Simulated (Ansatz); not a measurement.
Na2IrAuF6, space group Fm-3m, a report of symmetry and cells

Program: the Python package of Ansatz (0.2.0).

At the Python prompt:
```pycon
>>> import ansatz as az
>>> import numpy as np
>>> system = (
...     az.Lattice.fcc(8.82142)
...     .space_group(225)
...     .atom("Na", [0.25, 0.75, 0.75])
...     .atom("Ir", [0.0, 0.0, 0.0])
...     .atom("Au", [0.5, 0.0, 0.0])
...     .atom("F", [0.5, 0.0, 0.731168])
...     .primitive()
... )
>>> read = system.crystallographic_orbits()
>>> print("group", read["space_group"], read["hermann_mauguin"], "conventional content", read["formula"])
group 225 Fm-3m conventional content Na8Ir4Au4F24
>>> print("orbits:", [orbit["symbol"] + " " + str(orbit["wyckoff"]) for orbit in read["orbits"]])
orbits: ['Na 8c', 'Ir 4a', 'Au 4b', 'F 24e']
>>> for pair in read["least_distances"]:
...     print(f"  shortest {pair['first']}-{pair['second']}: {pair['distance_ang']:.3f} A")
...
  shortest Na-Na: 4.411 A
  shortest Na-Ir: 3.820 A
  shortest Na-Au: 3.820 A
  shortest Na-F: 3.123 A
  shortest Ir-Ir: 6.238 A
  shortest Ir-Au: 4.411 A
  shortest Ir-F: 2.039 A
  shortest Au-Au: 6.238 A
  shortest Au-F: 2.371 A
  shortest F-F: 2.884 A
>>> print("atoms in the primitive and conventional cells:", len(system.primitive().resolved().sites), len(system.conventional().resolved().sites))
atoms in the primitive and conventional cells: 10 40
>>> built = system.resolved()
>>> vectors = np.array(built.lattice.vectors)
>>> print("cell vectors (A)")
cell vectors (A)
>>> print(vectors.round(4) + 0.0)
[[0.     4.4107 4.4107]
 [4.4107 0.     4.4107]
 [4.4107 4.4107 0.    ]]
>>> for index, site in enumerate(built.sites):
...     print(index, site.symbol, np.round(site.position, 4) + 0.0)
...
0 Na [0.25 0.25 0.25]
1 Na [0.75 0.75 0.75]
2 Ir [0. 0. 0.]
3 Au [0.5 0.5 0.5]
4 F [0.2312 0.2312 0.7688]
5 F [0.7688 0.7688 0.2312]
6 F [0.2312 0.7688 0.2312]
7 F [0.7688 0.2312 0.7688]
8 F [0.7688 0.2312 0.2312]
9 F [0.2312 0.7688 0.7688]
```

The structure comes from a database and needn't be a stable phase.
